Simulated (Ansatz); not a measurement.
# C: a hydrostatic pressure series

A pressure series on C (-1 to 90 GPa): equation of state, axes and gap.

Method: DFT LDA, scalar-relativistic, plane waves, PAW, in Ansatz 0.2.0.

**1. The system as given**

It takes space group Fmmm (No. 69, orthorhombic). The conventional cell has a = 2.446 Å, b = 4.233 Å, c = 6.735 Å, α = 90.00°, β = 90.00°, γ = 90.00°. Around C (site symmetry m2m) lie 3 C at 1.41 Å.

As a file:

```cif
data_structure
_symmetry_space_group_name_H-M 'Fmmm'
_symmetry_Int_Tables_number 69
_cell_length_a 2.4455
_cell_length_b 4.2335
_cell_length_c 6.7353
_cell_angle_alpha 90.000
_cell_angle_beta 90.000
_cell_angle_gamma 90.000
_cell_volume 69.73
loop_
_atom_site_label
_atom_site_type_symbol
_atom_site_symmetry_multiplicity
_atom_site_Wyckoff_symbol
_atom_site_fract_x
_atom_site_fract_y
_atom_site_fract_z
_atom_site_occupancy
C1 C 8 h 0.50000 0.66670 0.50000 1
```

It goes back to an entry of the Materials Project, which need not be the stable form.

It is the result of an earlier relaxation at this level (volume 8.72 Å³/atom; gap on the mesh: none (metal)).

**2. Target pressure -1 GPa**

input.yaml

```yaml
crystal:
  lattice:
    - [1.2267147894, -2.1235567796, 0.0]
    - [1.2267147894, 2.1235567796, 0.0]
    - [0.0, 0.0, 6.7570211604]
  atoms:
    - { symbol: C, position: [0.0833017637, 0.9166982363, 0.7500094854] }
    - { symbol: C, position: [0.5833017637, 0.4166982363, 0.2499905146] }
    - { symbol: C, position: [0.9166982363, 0.0833017637, 0.2499905146] }
    - { symbol: C, position: [0.4166982363, 0.5833017637, 0.7500094854] }
basis:
  ecutwfc: 420
kpoints:
  mp_grid: { grid: [18, 18, 6] }
hamiltonian:
  xc: lda
scf:
  occupations: { method: gaussian, width: 0.1 }
output:
  forces: true
  stress: true
  eigenvalues: true
relax:
  adjacent_minimum: "off"
  f_tol: 0.008
  max_steps: 50
  cell: { stress_tol: 0.08, p_target: -1.0 }
```

Started as:

```bash
$ ansatz run input.yaml --threads 1 --pin off --max-ram 2560MiB --backend cpu --events-out ev --progress --plain --runs-dir out
```

Further runs follow: 1 GPa; target pressure 4 GPa; target pressure 12 GPa; 25 GPa; 50 GPa; 90 GPa.

**Question.** What will these runs give? Wanted: bulk modulus B0; B0'.

As calculated:

| quantity | value |
| --- | --- |
| volume at 90 GPa | 5.49 Å³/atom, V/V0 = 0.629 |
| bulk modulus B0 (third-order Birch-Murnaghan) | 39 GPa |
| B0' | 7.7 |

What this shows: At 90 GPa the crystal has lost 37.1 % of its volume. A third-order Birch-Murnaghan curve fits the points with B0 = 39 GPa. The cell gives way unevenly: a -4.2 %, b -4.2 %, c -31.7 %. The symmetry of the start is kept, so a transition to another structure would not show. Where a structure here is layered, its layers are held mostly by dispersion, which this level lacks, so their spacing and the stiffness across them are unreliable there.
